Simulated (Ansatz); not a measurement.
## CH4O2Sn, SMILES O=C[O][SnH3]: a rigid scan of one bond length, step by step

Program: Ansatz 0.2.0, Python API.

Run as a notebook:

In [1]:
```python
import ansatz as az
import numpy as np
```

In [2]:
```python
BASIS = "def2-SVP"
FUNCTIONAL = "r2scan0"
```

In [3]:
```python
system = (
    az.Crystal.molecule()
    .atom("O", (1.35, -0.6946, 1.4113))
    .atom("C", (1.6117, 0.2247, 0.5513))
    .atom("O", (0.6677, 0.6598, -0.4203))
    .atom("Sn", (-1.093, -0.0639, -0.5171))
    .atom("H", (2.6112, 0.6461, 0.5504))
    .atom("H", (-2.0012, 0.2573, 0.9916))
    .atom("H", (-1.0702, -1.7999, -0.7842))
    .atom("H", (-1.9839, 0.7134, -1.8388))
)
```

In [4]:
```python
symbols = [site.symbol for site in system.cartesian_sites]
start = np.array([site.position_ang for site in system.cartesian_sites])
axis = (start[0] - start[1]) / np.linalg.norm(start[0] - start[1])
moving = [0]
lengths, energies = [1.131, 1.183, 1.234, 1.286, 1.337, 1.389, 1.44, 1.517], []
for length in lengths:
    xyz = start.copy()
    xyz[moving] += (length - np.linalg.norm(start[0] - start[1])) * axis
    point = az.Crystal.molecule()
    for symbol, place in zip(symbols, xyz):
        point = point.atom(symbol, place.tolist())
    job = (
        point.calculation()
        .basis(gaussian=BASIS)
        .functional(FUNCTIONAL)
    )
    data = job.run().report
    energies.append(data["free_energy_ev"])
    print(f"r = {length:6.3f} A  E = {energies[-1]:.5f} eV  <S^2> = {abs(data['mean_field']['state']['spin_squared']):.3f}")
```
```text
r =  1.131 A  E = -11020.53780 eV  <S^2> = 0.000
r =  1.183 A  E = -11020.73034 eV  <S^2> = 0.000
r =  1.234 A  E = -11020.65471 eV  <S^2> = 0.000
r =  1.286 A  E = -11020.38770 eV  <S^2> = 0.000
r =  1.337 A  E = -11019.99755 eV  <S^2> = 0.000
r =  1.389 A  E = -11019.51339 eV  <S^2> = 0.000
r =  1.440 A  E = -11018.98605 eV  <S^2> = 0.000
r =  1.517 A  E = -11018.14177 eV  <S^2> = 0.000
```

In [5]:
```python
fit = np.polynomial.Polynomial.fit(lengths, np.array(energies) - min(energies), 4).convert()
roots = [r.real for r in fit.deriv().roots() if abs(r.imag) < 1e-9 and fit.deriv(2)(r.real) > 0]
r_e = min(roots, key=lambda r: abs(r - lengths[int(np.argmin(energies))]))
print(f"minimum of the fit at {r_e:.4f} A, force constant {fit.deriv(2)(r_e):.2f} eV/A^2")
```
```text
minimum of the fit at 1.1917 A, force constant 93.66 eV/A^2
```

Caveats:
- Total energies depend on the basis set; only differences at equal settings carry meaning.
- The rest of the molecule is held rigid at a force-field or estimated start geometry, and the basis set is modest; single-reference methods fail as a bond breaks.
- def2 sets replace the cores of elements past krypton by effective core potentials.
- The orbitals are restricted, so S² is zero by construction.
- Toward dissociation an unrestricted state can lie under the restricted one, by tenths of an eV for polar bonds under a functional and by 1 to 2 eV or more for others.
- Hardware and time: 42 s on 1 thread of Arm Neoverse V1, with other jobs on the host, peak memory 0.26 GiB.
